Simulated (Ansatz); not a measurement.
# SnH₃Br: basis-set convergence

One table from this session's results is given with a row withheld; the runs are named, their logs left out.

Computed with Ansatz 0.2.0, Gaussian basis. Level: one geometry, several basis sets.

Levels to be run: PBE0-D4/def2-SVP; ωB97M-V/def2-SVP; PBE0-D4/def2-QZVPP; ωB97M-V/def2-QZVPP; the functionals' def2-TZVPP values are taken from earlier runs.

## The geometry

The geometry comes from an earlier relaxation with PBE0-D4 in a triple-zeta def2 set; it is a stationary point. Sn takes the def2 core potential; no spin-orbit term is included.

5 atoms, charge 0, spin multiplicity 1.

Atoms are counted from 1 here; the program's logs count them from 0.

Bond lengths: Br1–Sn2 2.483 Å, Sn2–H3 1.700 Å, Sn2–H4 1.700 Å, Sn2–H5 1.700 Å. Angles: Br1–Sn2–H3 106.4°, Br1–Sn2–H4 106.4°, Br1–Sn2–H5 106.4°, H3–Sn2–H4 112.4°, H3–Sn2–H5 112.4°, H4–Sn2–H5 112.4°.

Set-up of the first run:

The input, in.yaml:

```yaml
crystal:
  periodic: [false, false, false]
  atoms:
    - {symbol: Br, position_ang: [-2.103990, 0.203279, 0.802363]}
    - {symbol: Sn, position_ang: [0.203907, -0.034740, -0.082646]}
    - {symbol: H, position_ang: [0.154847, 0.490813, -1.698763]}
    - {symbol: H, position_ang: [0.601199, -1.682477, 0.049879]}
    - {symbol: H, position_ang: [1.193937, 0.949425, 0.887767]}
basis:
  gaussian: {orbitals: def2-SVP}
hamiltonian: {xc: pbe0, dispersion: d4}
output: {orbitals: {seedname: orbitals}}
```

Among the steps run: PBE0-D4 in def2-SVP; ωB97M-V in def2-SVP; PBE0-D4 in def2-QZVPP; ωB97M-V in def2-QZVPP.

One table of the session follows, with a row left open; its other results are not shown here.

It belongs to the step «Density functionals: the series». 

```
functional       basis  HOMO (eV)
   PBE0-D4    def2-SVP      -8.01
   PBE0-D4  def2-TZVPP      -8.16
   PBE0-D4  def2-QZVPP      -8.18
   ωB97M-V    def2-SVP     -10.18
   ωB97M-V  def2-TZVPP     -10.36
   ωB97M-V  def2-QZVPP          ?
```

**Question.** Estimate the row for ωB97M-V, def2-QZVPP.

As computed: HOMO (eV): -10.38. In the column «HOMO (eV)» it is the lowest.
